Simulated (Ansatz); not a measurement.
# Li3Ag (Fm-3m): surface slab from a Python script

Wanted for Li3Ag (Fm-3m): a surface slab.

Program: the Python package of Ansatz 0.2.0. Level of theory: DFT PBEsol, plane waves, PAW. These are calculated values, not measurements.

### Step 1. The system

The structure is cubic, space group Fm-3m (No. 225). The conventional cell has a = 6.404 Å, b = 6.404 Å, c = 6.404 Å, α = 90.00°, β = 90.00°, γ = 90.00°. Li (site symmetry -43m) has 4 Li at 2.77 Å and 4 Ag at 2.77 Å as nearest neighbours. Li (site symmetry m-3m) has 8 Li at 2.77 Å as nearest neighbours. Ag (site symmetry m-3m) has 8 Li at 2.77 Å as nearest neighbours.

POSCAR, read by the script:

```text
Li3Ag
1.0
   0.00000000    3.20195000    3.20195000
   3.20195000    0.00000000    3.20195000
   3.20195000    3.20195000    0.00000000
Li Ag
3 1
Direct
   0.25000000    0.25000000    0.25000000
   0.75000000    0.75000000    0.75000000
   0.50000000    0.50000000    0.50000000
   0.00000000    0.00000000    0.00000000
```

### Step 2. Script

The input, slab.py:

```python
"""Cutting and solving a surface of Li3Ag."""

import ansatz as az
from ase.build import surface
from ase.constraints import FixAtoms
from ase.io import read
import numpy as np

atoms = read("POSCAR", format="vasp")
# Miller indices count the vectors of the cell as typed
slab = surface(atoms, (1, 0, 0), 3, vacuum=6.0)
slab.pbc = True

print(slab.get_chemical_formula(), "area {:.3f} A^2, cell height {:.2f} A".format(np.linalg.norm(np.cross(slab.cell[0], slab.cell[1])), slab.cell[2, 2]))
# hold the lower half
slab.set_constraint(FixAtoms(mask=slab.positions[:, 2] < slab.positions[:, 2].mean()))


def common(structure):
    return (
        az.Crystal.from_ase(structure).calculation()
        .functional("pbesol")
        .occupations(az.OccupationsMethod.METHFESSEL_PAXTON)
    )


setup = (
    common(slab)
    .kpoints(5, 5, 1)
    .electric_field(axis=3, dipole_correction=True)
    .relax(force_tolerance=0.03, max_steps=30)
)
result = setup.run(threads=1, pin="off")
rep = result.report

print(f"slab free energy {rep['free_energy_ev']:.4f} eV, Fermi level {rep['fermi_energy_ev']:.3f} eV")
face = rep["work_function"]
print("work function (eV), upper and lower face:", *(round(face[k], 3) for k in ("phi_plus_ev", "phi_minus_ev") if face.get(k) is not None))
print(f"dipole {face['dipole_moment_e_ang']:+.4f} e A")

print("atom   z before  z after (A)")
for atom, site in zip(slab, result.lattice.sites):
    print(f"{atom.symbol:3s} {atom.z:9.3f} {site.position_ang[2]:9.3f}")
```

### Step 3. The calls as engine input

The engine receives this input:

```yaml
crystal:
  lattice:
    - [4.528241116040531, 0.0, 0.0]
    - [2.264120558020266, 3.921571840952298, 0.0]
    - [0.0, 0.0, 22.167556819374475]
  atoms:
    - { symbol: Li, position: [0.3333333333333334, 0.3333333333333333, 0.31236294570649276] }
    - { symbol: Li, position: [0.0, 0.0, 0.3957571920591627] }
    - { symbol: Li, position: [0.6666666666666669, 0.6666666666666666, 0.3540600688828277] }
    - { symbol: Ag, position: [0.0, 0.0, 0.2706658225301578] }
    - { symbol: Li, position: [0.6666666666666667, 0.6666666666666667, 0.47915143841183255] }
    - { symbol: Li, position: [0.3333333333333335, 0.3333333333333337, 0.5625456847645025] }
    - { symbol: Li, position: [4.440892098500626e-16, 0.0, 0.5208485615881675] }
    - { symbol: Ag, position: [0.33333333333333337, 0.33333333333333337, 0.4374543152354976] }
    - { symbol: Li, position: [4.440892098500626e-16, 0.0, 0.6459399311171724] }
    - { symbol: Li, position: [0.6666666666666669, 0.666666666666667, 0.7293341774698422] }
    - { symbol: Li, position: [0.3333333333333334, 0.3333333333333335, 0.6876370542935073] }
    - { symbol: Ag, position: [0.6666666666666667, 0.6666666666666667, 0.6042428079408374] }
kpoints:
  mp_grid:
    grid: [5, 5, 1]
hamiltonian:
  xc: pbesol
efield:
  axis: 3
  dipole_correction: true
scf:
  occupations:
    method: methfessel_paxton
relax:
  f_tol: 0.03
  max_steps: 30
  constraints:
    - { sites: [0, 1, 2, 3, 4, 7], fix: xyz }
```

### Step 4. Running it

On the command line:

```bash
$ python slab.py
```

Output:

```text
Ag3Li9 area 17.758 A^2, cell height 22.17 A
DeckWarning: basis.ecutwfc = 420 eV, auto-derived from the records' recommended cutoffs: set by Li (normal level)
RunWarning: efield: at this solve's end the planar-averaged density reaches 1.09e-4 e/Å³ inside the ramp window [0.9049, 0.0951] (bound 1e-5 e/Å³); the window's nearer edge stands 3.89 Å from this solve's nearest atom along the axis. Its work functions, free energy, forces, stress, dipole, levels and responses can be [...]
slab free energy -24393.3330 eV, Fermi level 1.336 eV
work function (eV), upper and lower face: 2.96 3.85
dipole +0.0871 e A
atom   z before  z after (A)
Li      6.924     6.924
Li      8.773     8.773
Li      7.849     7.849
Ag      6.000     6.000
Li     10.622    10.622
Li     12.470    12.356
Li     11.546    11.569
Ag      9.697     9.697
Li     14.319    14.309
Li     16.168    16.257
Li     15.243    14.916
Ag     13.395    13.475
```

(Warnings from the package without file and line, shortened, repeats left out.)

Wall time 31 s (1 thread of Arm Neoverse V1, shared host); peak memory 0.64 GiB.

### Step 5. What the script built

The run starts from these 12 atoms:

```xyz
12
Lattice="4.528 0.000 0.000 2.264 3.922 0.000 0.000 0.000 22.168" Properties=species:S:1:pos:R:3 pbc="T T T"
Li    2.264    1.307    6.924
Li    0.000    0.000    8.773
Li    4.528    2.614    7.849
Ag    0.000    0.000    6.000
Li    4.528    2.614   10.622
Li    2.264    1.307   12.470
Li    0.000    0.000   11.546
Ag    2.264    1.307    9.697
Li    0.000    0.000   14.319
Li    4.528    2.614   16.168
Li    2.264    1.307   15.243
Ag    4.528    2.614   13.395
```

Lines on the test bed's own set-up are left out of the output.

### Step 6. Size and end state of the run

From the engine's report, whether the script printed it or not:

```tsv
item	value
SCF cycles in all	28
k-points solved	5
plane waves	7629
bands	54
valence electrons	84
free energy (eV)	-24393.33299
Fermi level (eV)	1.336
lowest empty less highest filled level on the mesh, by band count (eV)	-1.143
```

### Step 7. How the relaxation went

Relaxation path:

| step | energy from step 1 (eV/cell) | largest force component (eV/Å) |
| --- | --- | --- |
| 1 | 0.0000 | 0.3620 |
| 2 | -0.0692 | 0.1271 |
| 3 | -0.0803 | 0.0709 |
| 4 | -0.0823 | 0.0105 |

Step 1 is the start.

### Step 8. Potential across the slab

```csv
z (Å),potential (eV)
0.0,4.73
0.4,4.90
1.0,5.14
1.5,5.19
2.1,5.18
2.5,5.18
3.1,5.17
3.5,5.14
4.1,5.00
4.6,4.63
5.2,2.46
5.6,-1.02
6.2,-2.88
6.7,-2.23
7.2,-0.40
7.7,-0.36
8.1,-0.16
8.7,-0.76
9.2,-2.34
9.8,-3.13
10.2,-2.36
10.8,-0.21
11.2,0.12
11.8,-0.40
12.3,-0.33
12.9,-1.26
13.3,-2.87
13.9,-3.34
14.3,-2.24
14.8,-1.26
15.4,0.84
15.8,0.95
16.4,0.42
16.8,2.17
17.4,3.49
17.9,3.92
18.5,4.17
18.9,4.24
19.5,4.28
20.0,4.29
20.5,4.30
21.0,4.30
21.6,4.49
22.0,4.67
```

The table samples the curve, which swings with the atomic planes.

Vacuum levels 4.296 and 5.186 eV, Fermi level 1.336 eV.

The program marks these levels as in doubt: the vacuum is too thin for a flat potential.

### Step 9. Results

```
                    quantity                                value
                 free energy  -24393.3330 eV (-2032.7777 eV/atom)
     moves of the relaxation                                    3
               energy gained                         6.9 meV/atom
last largest force component                          0.0105 eV/Å
```

After 3 moves the largest shift is 0.327 Å, of atom 11 (Li). What to keep in mind:
- The density doesn't vanish in the vacuum (a short gap or a low cutoff), which blurs the vacuum level.
- For a metal this k-point mesh is coarse: on a finer one energies can move by several to tens of meV an atom and pressures by half a GPa or more, differences at one mesh by less.
- The zero of the levels is a convention of the potentials, so an absolute Fermi energy is no work function.
- The structure comes from a database of computed cells and needn't be a stable or known phase.
- The slab is thin and cut from the structure as given; a cut can leave two unlike or polar faces, and the surface energy is then their mean. Miller indices refer to the vectors of the cell as typed, and the lattice isn't relaxed for this functional, so relaxation and surface energy can hold strain.
